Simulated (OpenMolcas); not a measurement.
# One shape, several levels: SnH2OF (SMILES [OH][SnH][F])

Aim: a comparison of 6 runs (UHF/STO-3G, UHF/def2-TZVPP, UHCTH407/ANO-RCC-MB, UB3LYP/def2-SVP, ROMP2/def2-SVP) of SnH2OF. 

The results are computed with OpenMolcas 26.06.

4 further runs of the same task are left out: 2 that didn't finish, 2 set aside as unsound or not needed.

### 1 The molecule

SnH2OF has 5 atoms, charge 0, and is taken as a doublet. As SMILES, `[OH][SnH][F]`. The coordinates come from a PBE0-D4/def2-TZVP relaxation. This is one conformer, not always the lowest.

Bond lengths: O1–Sn2 1.962 Å, Sn2–F3 1.934 Å, O1–H4 0.962 Å, Sn2–H5 1.742 Å. Angles: O1–Sn2–F3 102.5°, O1–Sn2–H5 105.8°, F3–Sn2–H5 106.5°, Sn2–O1–H4 113.4°.

### 2 Energy and gradient at UHF/STO-3G (run 1)

Contents of geom.xyz:

```xyz
5

O     -0.684100    -1.180600     0.020800
Sn     0.295400     0.403600     0.636100
F     -0.050500     1.682400    -0.773100
H     -1.495200    -0.969000    -0.450900
H      1.984200    -0.010100     0.525500
```

Contents of mol.input:

```
* FH2OSn Hartree-Fock
>>> EXPORT MOLCAS_PRINT=2
&GATEWAY
BasLib = $CurrDir
Coord = geom.xyz
Basis = STO-3G
Group = NoSym
&SEWARD
&SCF
UHF
Spin = 2
Thresholds = 1e-10 1e-07 1e-07 1e-05
PrOrbitals = 1 1
&ALASKA
```

The basis set STO-3G is read from a file made from the Basis Set Exchange's data (not shown).

Command:

```
$ export MOLCAS_MEM=1860
$ pymolcas mol.input > mol.log
```

The log of the run:

```text
--- Start Module: gateway ---
[...]
--- Stop Module: gateway /rc=_RC_ALL_IS_WELL_ ---
[...]
      Basis functions           39
[...]
--- Start Module: scf ---
[...]
       Convergence after  20 Iterations
[...]
::    Total SCF energy                              -6136.3020938881
[...]
      Total spin, S                                     0.5033645759
[...]
      Total electronic charge=   69.000000
      Total            charge=   -0.000000
[...]
      Dipole Moment (debye):
      Origin of the operator (angstrom)=    0.1530    0.3855    0.3951
                   X= -3.8953E-01               Y=  8.9139E-01               Z=  1.8449E+00           Total=  2.0856E+00
      Quadrupole Moment (debye*angstrom):
[...]
--- Stop Module: scf /rc=_RC_ALL_IS_WELL_ ---
[...]
--- Start Module: alaska ---
[...]
 *              Molecular gradients               *
 **************************************************
  Irreducible representation: a
 ------------------------------------------------------------------------------------------
                              X                       Y                       Z
 ------------------------------------------------------------------------------------------
  O1               -3.89791674714370E-02    3.37088522126194E-03   -2.01624205737714E-02
  SN2              -1.59488763859272E-02    5.02101086826734E-03    2.37463329109602E-02
  F3               -3.95251301415378E-03    1.42455917615685E-02   -1.48818240888069E-02
  H4                2.56465698791164E-02   -1.55786834878497E-02    1.32138778939099E-02
  H5                3.32339869923928E-02   -7.05880436324513E-03   -1.91596614236994E-03
 ------------------------------------------------------------------------------------------
--- Stop Module: alaska /rc=_RC_ALL_IS_WELL_ ---
[...]
```

Run time: 3.3 s. Hardware: 1 thread of Arm Neoverse V1, shared host; peak memory 0.37 GiB.

### 3 Energy and one-electron properties at UHF/def2-TZVPP (core potential) (run 2)

Contents of input.xyz:

```xyz
5

O     -0.684100    -1.180600     0.020800
Sn     0.295400     0.403600     0.636100
F     -0.050500     1.682400    -0.773100
H     -1.495200    -0.969000    -0.450900
H      1.984200    -0.010100     0.525500
```

Contents of test.input:

```
* FH2OSn Hartree-Fock

&GATEWAY
  COORD
  input.xyz
  BASIS
  def2-TZVPP
  GROUP
  NoSym

&SEWARD

&SCF
  UHF
  SPIN
  2
  THRESHOLDS
  1e-11 1e-08 1e-08 1e-06
  PRORBITALS
  1 1
```

Command:

```
$ export MOLCAS_MEM=1860
$ pymolcas test.input > test.log
```

The log of the run:

```text
--- Start Module: gateway ---
[...]
--- Stop Module: gateway /rc=_RC_ALL_IS_WELL_ ---
--- Start Module: seward ---
[...]
      Basis functions          140
--- Stop Module: seward /rc=_RC_ALL_IS_WELL_ ---
[...]
--- Start Module: scf ---
[...]
       Convergence after  23 Iterations
[...]
::    Total SCF energy                               -388.9197432846
[...]
      Total spin, S                                     0.5070682372
[...]
      Total electronic charge=   41.000000
      Total            charge=   -0.000000
[...]
      Dipole Moment (debye):
      Origin of the operator (angstrom)=    0.1530    0.3855    0.3951
                   X=  7.3121E-02               Y=  3.6328E-02               Z=  2.3786E+00           Total=  2.3800E+00
      Quadrupole Moment (debye*angstrom):
[...]
--- Stop Module: scf /rc=_RC_ALL_IS_WELL_ ---
[...]
```

It took 47 s on 1 thread of Arm Neoverse V1, shared host; peak memory 1.1 GiB.

Atomic charges (e):

| atom | Mulliken |
| --- | --- |
| O1 | -0.683 |
| Sn2 | +1.207 |
| F3 | -0.605 |
| H4 | +0.222 |
| H5 | -0.141 |

Runs 3 to 5 aren't shown in full; the table further down has their settings and results.

### 4 A single-point energy at ROMP2/def2-SVP (core potential) (run 6)

Contents of mol.input:

```
&GATEWAY
BasLib
$CurrDir
Coord
5
bohr
O     -1.29276164    -2.23101066     0.03930630
Sn     0.55822510     0.76269346     1.20205479
F     -0.09543117     3.17927523    -1.46094727
H     -2.82551850    -1.83114461    -0.85207751
H      3.74959458    -0.01908623     0.99305108
Basis
def2-SVP
Group
NoSym
&SEWARD
&SCF
UHF
Spin
2
Thresholds
1e-10 1e-07 1e-07 1e-05
PrOrbitals
1 2
&RASSCF
FileOrb
$Project.UnaOrb
Spin
2
Nactel
1 0 0
Inactive
20
Ras2
1
OutOrbitals
Canonical
OrbListing
Few
&CASPT2
IPEA
0.0
Frozen
6
```

The basis set def2-SVP is read from a file made from the Basis Set Exchange's data (not shown).

Command:

```
$ export MOLCAS_MEM=1860
$ pymolcas mol.input > mol.log
```

The log of the run:

```text
--- Start Module: gateway ---
[...]
--- Stop Module: gateway /rc=_RC_ALL_IS_WELL_ ---
[...]
      Basis functions           64
[...]
       Convergence after  18 Iterations
[...]
::    Total SCF energy                               -388.6736943805
[...]
      Total spin, S                                     0.5066784833
[...]
--- Start Module: rasscf ---
[...]
      Number of active orbitals                  1
[...]
      Spin quantum number                      0.5
[...]
      Active orbitals                            1
[...]
      Number of CSFs                             1
[...]
      Number of root(s) required                 1
[...]
      Convergence after  9 iterations
[...]
      printout of CI-coefficients larger than  0.05 for root  1
      energy=    -388.670924
      conf/sym  1     Coeff  Weight
             1  u   1.00000 1.00000
      Natural orbitals and occupation numbers for root  1
      sym 1:   1.000000
      ************************************************************************************************************************
      *                                                    Final results                                                     *
[...]
::    RASSCF root number  1 Total energy:   -388.67092424
[...]
      Total electronic charge=   41.000000
      Total            charge=   -0.000000
[...]
      Dipole Moment (debye):
      Origin of the operator (angstrom)=    0.1530    0.3855    0.3951
                   X= -8.4215E-02               Y=  1.6352E-01               Z=  2.5531E+00           Total=  2.5597E+00
      Quadrupole Moment (debye*angstrom):
[...]
--- Stop Module: rasscf /rc=_RC_ALL_IS_WELL_ ---
[...]
--- Start Module: caspt2 ---
[...]
      E2 (Variational):          -0.4794186813
      Total energy:            -389.1503429200
[...]
      Reference weight:           0.88072
[...]
::    CASPT2 Root  1     Total energy:   -389.15034292
[...]
```

Run time: 6.3 s. Hardware: 1 thread of Arm Neoverse V1, shared host; peak memory 0.4 GiB.

### 5 The series

| run | level | task | SCF convergence threshold | energy (Eh) | dipole moment (D) | HOMO energy (eV) | LUMO energy (eV) | wall time |
| --- | --- | --- | --- | --- | --- | --- | --- | --- |
| 1 | UHF/STO-3G | gradient | 1e-10 | -6136.302094 | 2.09 | -5.85 | 4.30 | 3.3 s |
| 2 | UHF/def2-TZVPP (core potential) | properties | 1e-11 | -388.919743 | 2.38 | -10.00 | -0.33 | 47 s |
| 3 | UHCTH407/ANO-RCC-MB (DKH2, Cholesky decomposition) | properties | – | -6354.830385 | 1.34 | -6.26 | -5.34 | 9 s |
| 4 | UHCTH407/ANO-RCC-MB (DKH2, RICD fitting, PCM chlorobenzene) | properties | – | -6354.837812 | 1.48 | -6.02 | -5.08 | 11 s |
| 5 | UB3LYP/def2-SVP (core potential) | gradient | 1e-10 | -390.496507 | 1.72 | -6.52 | -4.07 | 26 s |
| 6 | ROMP2/def2-SVP (core potential) | energy | 1e-10 | -389.150343 | – | – | – | 6.3 s |

### 6 Outcome

| quantity | value |
| --- | --- |
| run 6: total energy | -389.15034 Eh |

What this shows: Over runs 1, 2, 3, 4, 5 the dipole moment (its size) runs from 1.34 D (UHCTH407/ANO-RCC-MB) to 2.38 D (UHF/def2-TZVPP). The two ends differ in method and basis and Hamiltonian and core potential. Totals of different functionals can't be ranked against each other. Some runs of one species differ in core potentials or relativity; totals across that change don't compare. In runs 1, 3, 4 the basis is minimal, so the values are rough. In run 1 relativity is left out where basis or elements ask for it. All runs together took 1.7 min, the longest 47 s.
